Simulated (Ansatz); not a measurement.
# CH6FSn: the cost of one run

Method: UHF/def2-SVP, in Ansatz 0.2.0.

### Step 1. The starting structure

Bond lengths: C3–F4 1.344 Å, Sn2–H5 1.792 Å, Sn2–H6 1.797 Å, Sn2–H7 1.817 Å, C3–H8 1.083 Å, C3–H9 1.084 Å. Angles: F4–C3–H8 110.1°, F4–C3–H9 110.4°, H8–C3–H9 114.8°, H5–Sn2–H6 100.2°, H5–Sn2–H7 101.9°, H6–Sn2–H7 101.8°.

Structure file:

```xyz
9

H    -0.4688   -0.3011   -0.0121
Sn    0.6577    1.5773    0.4879
C    -0.8776   -1.6082   -0.2120
F    -0.3847   -2.3003    0.8288
H     2.1792    0.8602   -0.1315
H     0.0200    2.3197   -1.0192
H     1.2697    3.0316    1.3888
H    -1.9606   -1.6255   -0.1910
H    -0.4347   -1.9536   -1.1396
```

### Step 2. A restrained relaxation towards end A

Springs on the bonds that form and break draw the guess towards this end; the thresholds are loose.

input.yaml reads:

```yaml
crystal:
  periodic: [false, false, false]
  atoms:
    - { symbol: H, position_ang: [-0.4688, -0.3011, -0.0121] }
    - { symbol: Sn, position_ang: [0.6577, 1.5773, 0.4879] }
    - { symbol: C, position_ang: [-0.8776, -1.6082, -0.212] }
    - { symbol: F, position_ang: [-0.3847, -2.3003, 0.8288] }
    - { symbol: H, position_ang: [2.1792, 0.8602, -0.1315] }
    - { symbol: H, position_ang: [0.02, 2.3197, -1.0192] }
    - { symbol: H, position_ang: [1.2697, 3.0316, 1.3888] }
    - { symbol: H, position_ang: [-1.9606, -1.6255, -0.191] }
    - { symbol: H, position_ang: [-0.4347, -1.9536, -1.1396] }
magnetization:
  spin_polarized: true
  initial_magnetization: 1
basis:
  gaussian: { orbitals: def2-SVP }
hamiltonian:
  xc: hf
relax:
  f_tol: 0.15
  max_steps: 25
  restrain:
    - { distance: [0, 2], at: 2.37, k: 30.0 }
    - { distance: [1, 0], at: 1.7, k: 30.0 }
```

On the command line:

```bash
ansatz run input.yaml --threads 2 --pin off --max-ram 3072MiB --backend cpu --events-out ev --progress --plain --runs-dir out
```

**Question.** How long does this run take on 2 threads of Intel Xeon at 2.60GHz (Ice Lake), shared host, and how much memory does it need?

About 21 s, with a peak of 0.24 GiB.
